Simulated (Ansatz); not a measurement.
**AsH₂+ (singlet): the correlation ladder at distance As1–H3 = 1.876 Å, cc-pVDZ**

Aim: climb from Hartree-Fock through coupled cluster and multireference methods for AsH₂+ (singlet) at one geometry and basis, and see what each rung misses.

The runs use Ansatz 0.2.0, Gaussian basis; cc-pVDZ, core rule «outside noble gas», up to 14 orbitals frozen.

Plan: UHF; CCSD(T) on RHF; CCSD(T) on UHF; BCCD(T) on RHF; CISD; CCSDT(Q) on RHF; CCSDT(Q) on UHF; CCSDTQ on RHF; CASSCF and MRCISD+Q, 2 electrons in 2 orbitals; CASSCF and NEVPT2, 2 electrons in 2 orbitals; CASSCF and MRCISD+Q, 6 electrons in 6 orbitals; CASSCF and NEVPT2, 6 electrons in 6 orbitals; Full CI.

22 further runs of the same task are left out: 15 that didn't finish, 7 set aside as unsound or not needed. Runs told in other sessions of the task aren't counted.

### Step 1. What is computed

The geometry derives from a PBE0/def2-TZVP stationary point (not a proven minimum). One bond is set to the value named and the two fragments are kept rigid. No spin-orbit coupling is included. The filled d shell of As may be among the frozen orbitals whatever the setting's name suggests.

3 atoms, charge 1, spin multiplicity 1.

Atoms are counted from 1 here; the program's logs count them from 0.

Bond lengths: As1–H2 1.530 Å.

### Step 2. UHF

in.yaml

```yaml
crystal:
  periodic: [false, false, false]
  atoms:
    - {symbol: As, position_ang: [0.000000, -0.031285, -0.003233]}
    - {symbol: H, position_ang: [0.000000, 1.041414, -1.094132]}
    - {symbol: H, position_ang: [0.000000, 1.284038, 1.334415]}
basis:
  gaussian: {orbitals: cc-pVDZ}
total_charge: 1
magnetization: {spin_polarized: true, initial_magnetization: 0}
hamiltonian: {xc: hf}
output: {orbitals: {seedname: orbitals}}
```

On the command line:

```console
> ansatz run in.yaml --threads 1 --pin off --events-out ev --progress --plain --max-ram 2393MiB
```

Further steps of the session: CCSD(T) on RHF; CCSD(T) on UHF; BCCD(T) on RHF; CISD; CCSDT(Q) on RHF; CCSDT(Q) on UHF; CCSDTQ on RHF; CASSCF and MRCISD+Q, 2 electrons in 2 orbitals; CASSCF and NEVPT2, 2 electrons in 2 orbitals; CASSCF and MRCISD+Q, 6 electrons in 6 orbitals; CASSCF and NEVPT2, 6 electrons in 6 orbitals; Full CI.

Q: Predict the results of all the runs planned. Wanted: FCI from the RHF energy; RMP2 from FCI; RCCSD from FCI; RCCSD(T) from FCI; RCCSDT(Q) from FCI; NEVPT2 pair from FCI; MRCISD+Q pair from FCI; NEVPT2 valence from FCI; T1 diagnostic.

The runs gave:

| quantity | value |
| --- | --- |
| FCI from the RHF energy | -3.4132 eV |
| RMP2 from FCI | +903.5 meV |
| RCCSD from FCI | +91.8 meV |
| RCCSD(T) from FCI | +20.8 meV |
| RCCSDT(Q) from FCI | +0.8 meV |
| NEVPT2 pair from FCI | +696.2 meV |
| MRCISD+Q pair from FCI | -35.4 meV |
| NEVPT2 valence from FCI | +457.9 meV |
| levels within 1 kcal/mol (43 meV) | RCCSD(T), BCCD(T), RCCSDT, RCCSDT(Q), RCCSDTQ, MRCISD+Q pair, MRCISD+Q valence |
| T1 diagnostic | 0.015 |
| effectively unpaired electrons | 0.10 |

What this shows: RCCSD(T) misses by +20.8 meV, 0.6 % of the correlation energy. MRCISD+Q pair falls below full CI: the +Q correction isn't variational, and the cores differ from full CI's. One determinant dominates. Of the multireference levels listed MRCISD+Q valence comes nearest in total energy (+3.2 meV), which doesn't show that its space is the better one. These misses are within one basis, not against nature.
